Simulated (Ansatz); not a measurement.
Molecular dynamics of Eu₃H₁₂Pd₃N

input.yaml

```yaml
accuracy: low
crystal:
  lattice:
    - [5.361504, 0.0, 0.0]
    - [2.680752, 4.643199, 0.0]
    - [0.0, 0.0, 18.472062]
  atoms:
    - { symbol: Eu, position: [0.3333333, 0.3333333, 0.1133827], spin: 7.0 }
    - { symbol: H, position: [0.8333333, 0.8333333, 0.1133827] }
    - { symbol: H, position: [0.8333333, 0.3333333, 0.1133827] }
    - { symbol: H, position: [0.3333333, 0.8333333, 0.1133827] }
    - { symbol: Pd, position: [0.0, 0.0, 0.0541358] }
    - { symbol: Eu, position: [0.95897975, 1.10209478, 0.23047773], spin: 7.0 }
    - { symbol: H, position: [0.47380663, 0.49712661, 0.21761555] }
    - { symbol: H, position: [0.45166726, 1.03235487, 0.22949166] }
    - { symbol: H, position: [0.98327117, 0.51764473, 0.2257769] }
    - { symbol: Pd, position: [0.64541588, 0.66444251, 0.15679077] }
    - { symbol: Eu, position: [0.70999702, 0.66611116, 0.34038652], spin: 7.0 }
    - { symbol: H, position: [0.11899151, 0.18306414, 0.33737803] }
    - { symbol: H, position: [0.16302659, 0.67015417, 0.34353652] }
    - { symbol: H, position: [0.67028904, 0.17924706, 0.34215] }
    - { symbol: Pd, position: [0.33509464, 0.31829658, 0.2967358] }
    - { symbol: "N", position: [0.3973586, 0.76094438, 0.47642084] }
    - { symbol: H, position: [0.20228992, 0.8676347, 0.43892929] }
    - { symbol: H, position: [0.40170816, 0.57041196, 0.49397033] }
    - { symbol: H, position: [0.38863586, 0.89676639, 0.5171934] }
magnetization:
  spin_polarized: true
basis:
  ecutwfc: 420.0
kpoints:
  mp_grid: { grid: [2, 2, 1] }
hamiltonian:
  xc: pbe
  dispersion: d3bj
scf:
  occupations: { method: fermi_dirac, width: 0.1 }
  lower_state_search: "off"
md:
  timestep: 0.5
  n_steps: 230
  ensemble: nvt_langevin
  temperature: 1400.0
  initial_velocities: maxwell_boltzmann
  seed: 344431
  friction: 0.005
  constraints: [{ sites: [0, 1, 2, 3, 4] }]
```

Launched with:

```bash
$ ansatz run input.yaml --threads 2 --pin off --max-ram 5120MiB --backend cpu --events-out ev --progress --plain --runs-dir out
```

It goes on from the last frame of an earlier run, with new velocities.

Output, in part (step lines):

```
md step     0: t =     0.00 fs  T =  1400.0 K  F+E_penalty+E_count = -47800.61328564 eV  E_kin = 2.533496 eV  (24 SCF iters)
[... lines left out ...]
```

The steps, from the saved trajectory:

```json
{"time (fs)": "0", "T (K)": "1400", "potential energy less start (eV)": "0.000"}
{"time (fs)": "3.5", "T (K)": "1159", "potential energy less start (eV)": "0.341"}
{"time (fs)": "7", "T (K)": "771", "potential energy less start (eV)": "1.122"}
{"time (fs)": "10.5", "T (K)": "903", "potential energy less start (eV)": "0.818"}
{"time (fs)": "14", "T (K)": "1044", "potential energy less start (eV)": "0.448"}
{"time (fs)": "17.5", "T (K)": "959", "potential energy less start (eV)": "0.634"}
{"time (fs)": "21", "T (K)": "816", "potential energy less start (eV)": "0.845"}
{"time (fs)": "24.5", "T (K)": "892", "potential energy less start (eV)": "0.644"}
{"time (fs)": "28", "T (K)": "960", "potential energy less start (eV)": "0.661"}
{"time (fs)": "31.5", "T (K)": "958", "potential energy less start (eV)": "0.688"}
{"time (fs)": "35", "T (K)": "1087", "potential energy less start (eV)": "0.454"}
{"time (fs)": "38.5", "T (K)": "1002", "potential energy less start (eV)": "0.607"}
{"time (fs)": "42", "T (K)": "835", "potential energy less start (eV)": "0.845"}
{"time (fs)": "45.5", "T (K)": "889", "potential energy less start (eV)": "0.675"}
{"time (fs)": "49", "T (K)": "989", "potential energy less start (eV)": "0.546"}
{"time (fs)": "52.5", "T (K)": "914", "potential energy less start (eV)": "0.727"}
{"time (fs)": "56", "T (K)": "932", "potential energy less start (eV)": "0.719"}
{"time (fs)": "59.5", "T (K)": "1311", "potential energy less start (eV)": "0.235"}
{"time (fs)": "63", "T (K)": "1531", "potential energy less start (eV)": "-0.076"}
{"time (fs)": "66.5", "T (K)": "1455", "potential energy less start (eV)": "0.407"}
{"time (fs)": "70", "T (K)": "1394", "potential energy less start (eV)": "0.629"}
{"time (fs)": "73.5", "T (K)": "1814", "potential energy less start (eV)": "0.046"}
{"time (fs)": "77", "T (K)": "1704", "potential energy less start (eV)": "0.330"}
{"time (fs)": "80.5", "T (K)": "1501", "potential energy less start (eV)": "0.641"}
{"time (fs)": "84", "T (K)": "1387", "potential energy less start (eV)": "0.834"}
{"time (fs)": "87.5", "T (K)": "1609", "potential energy less start (eV)": "0.678"}
{"time (fs)": "91", "T (K)": "1685", "potential energy less start (eV)": "0.491"}
{"time (fs)": "94.5", "T (K)": "1852", "potential energy less start (eV)": "0.294"}
{"time (fs)": "98", "T (K)": "1732", "potential energy less start (eV)": "0.693"}
{"time (fs)": "101.5", "T (K)": "1439", "potential energy less start (eV)": "1.198"}
{"time (fs)": "105", "T (K)": "1383", "potential energy less start (eV)": "1.235"}
{"time (fs)": "108.5", "T (K)": "1315", "potential energy less start (eV)": "1.471"}
{"time (fs)": "112", "T (K)": "1378", "potential energy less start (eV)": "1.530"}
```

All steps were run. The mean temperature of the second half is 10 % above the set value. A run of 0.12 ps of so small a system gives no equilibrium averages. Limits of this set-up: coarse k mesh, thin slab, slab without dipole correction, a typed lattice constant that wasn't relaxed here, low accuracy level.

Mean squared displacements from the first frame to the last: Eu 0.21 Å², H 1.54 Å², Pd 0.09 Å², N 0.94 Å².

Last frame:

```xyz
19
Lattice="5.3615 0.0000 0.0000 2.6808 4.6432 0.0000 0.0000 0.0000 18.4721" Properties=species:S:1:pos:R:3
Eu 2.681 1.548 2.094
H 6.702 3.869 2.094
H 5.362 1.548 2.094
H 4.021 3.869 2.094
Pd 0.000 0.000 1.000
Eu 8.026 4.504 4.386
H 3.770 2.600 4.403
H 5.787 5.538 4.229
H 6.369 2.776 4.371
Pd 5.349 3.137 3.038
Eu 5.110 3.182 6.295
H 0.835 1.070 6.035
H 2.411 3.442 6.458
H 3.460 0.703 6.552
Pd 2.594 1.954 5.480
N 5.026 3.087 8.916
H 5.937 2.737 9.155
H 4.848 4.065 9.330
H 4.375 2.308 9.075
```

Time of the run: 30 min on 2 threads of Intel(R) Xeon(R) Platinum 8488C (Sapphire Rapids), on a shared host, peak memory 1 GiB.
